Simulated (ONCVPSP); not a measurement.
# Neodymium: generating and testing an ONCV potential

Task: generate the file, and judge it by its errors in other configurations, its logarithmic derivatives, its ghosts and its cutoff.

Method: ONCVPSP 4.0.1.1 (patched build), PBEsol, scalar-relativistic.

### Step 1. Settings

The settings as typed:

| Item | Value |
| --- | --- |
| element | neodymium (Nd, Z = 60) |
| type | optimised norm-conserving Vanderbilt (ONCV) |
| frozen core | [Kr] 4d10 |
| valence charge | 14 |
| reference configuration | 4f4 5s2 5p6 6s1.5 (charge +0.5) |
| partial waves | 5s+6s: rc 2.20 bohr, ncon 4, nbas 8, qcut 4.3 1/bohr, 2 projectors; 5p: rc 1.95 bohr, ncon 3, nbas 7, qcut 5.1 1/bohr, 1 projector; d scattering state at 0.07 Ha: rc 2.40 bohr, ncon 4, nbas 7, qcut 3.6 1/bohr, 1 projector; 4f: rc 1.70 bohr, ncon 3, nbas 8, qcut 8.4 1/bohr, local |
| local potential | the f channel |
| core correction | Teter function, fcfact 4.5, rcfact 1.5 |

The nodes and maxima of the atom's own shells, from an earlier all-electron run, set the scale for the radii.

All-electron outer shells of the reference configuration (PBEsol, scalar-relativistic, ld1.x):

```
shell  level (eV)  outermost node (bohr)  outermost maximum (bohr)
   5s      -43.34                   0.72                      1.32
   5p      -24.95                   0.77                      1.50
   6s       -5.80                   1.77                      3.64
   4f       -4.60                      –                      0.67
   5d       -4.52                   0.88                      2.21
   6p       -3.15                   2.12                      4.68
```

### Step 2. Generation

Nd.dat

```
# ATOM AND REFERENCE CONFIGURATION
# atsym  z   nc   nv     iexc    psfile
  Nd 60.00    9    4  -116133      upf
#
#   n    l    f
    1    0    2.00
    2    0    2.00
    2    1    6.00
    3    0    2.00
    3    1    6.00
    3    2   10.00
    4    0    2.00
    4    1    6.00
    4    2   10.00
    4    3    4.00
    5    0    2.00
    5    1    6.00
    6    0    1.50
#
# PSEUDOPOTENTIAL AND OPTIMIZATION
# lmax
    3
#
#   l,   rc,      ep,       ncon, nbas, qcut
    0    2.20    0.00    4    8    4.30
    1    1.95    0.00    3    7    5.10
    2    2.40    0.07    4    7    3.60
    3    1.70    0.00    3    8    8.40
#
# LOCAL POTENTIAL
# lloc, lpopt,  rc(5),   dvloc0
    3    5    1.70    0.00
#
# VANDERBILT-KLEINMAN-BYLANDER PROJECTORs
# l, nproj, debl
    0    2    3.10
    1    1    3.40
    2    1    3.90
    3    0    2.70
#
# MODEL CORE CHARGE
# icmod, fcfact, rcfact
    3    4.50    1.50
#
# LOG DERIVATIVE ANALYSIS
# epsh1, epsh2, depsh
   -3.00    5.00    0.02
#
# OUTPUT GRID
# rlmax, drl
    6.00    0.01
#
# TEST CONFIGURATIONS
# ncnf
    4
# nvcnf
#   n    l    f
    4
    4    3    4.00
    5    0    2.00
    5    1    6.00
    6    0    2.00
#
    4
    4    3    4.00
    5    0    2.00
    5    1    6.00
    6    0    1.00
#
    4
    4    3    4.00
    5    0    2.00
    5    1    6.00
    6    0    0.00
#
    4
    4    3    3.00
    5    0    2.00
    5    1    6.00
    6    0    0.00
#
```

Launch:

```console
oncvpsp.x < Nd.dat > Nd.out
```

What does the calculation give? Wanted: cutoffs for 1 and 0.1 mHa per electron, occupied waves; bound ghosts; GHOST(+) flags; largest phase difference near zero energy, channels read; rms error of d²Exc/dn², without and with the model core; projector energies reset by the program.

As calculated:

| quantity | value |
| --- | --- |
| cutoffs for 1 and 0.1 mHa per electron, occupied waves | 34 Ha and 102 Ha |
| bound ghosts | s at -173.77 eV |
| GHOST(+) flags | p at -2 eV, d at 173 eV, d at 605 eV |
| largest phase difference near zero energy, channels read | 3.125 rad |
| rms error of d²Exc/dn², without and with the model core | 8.13 and 3.16 mHa |
| projector energies reset by the program | d: 0.050 Ha |

**Reading.** A bound ghost (s) makes it unfit for use: electrons can fall into a state that the atom doesn't have. By its cutoff, 34 Ha for the looser tolerance, it is of middling hardness. The tighter tolerance needs 102 Ha, and converged work needs a cutoff nearer that. At the looser tolerance the 4f wave is the slowest; 5p needs 10 Ha. Near zero energy the largest phase difference among the channels read is 3.13 rad, in the p channel. A step near π is an extra or missing state, not a misfit of shape. The pseudo curves have a pole with no partner nearby in the atom's: p at -0.08 Ha. The program also flags highly localised states, GHOST(+) (p, d). All of this concerns the isolated atom, not yet a solid.
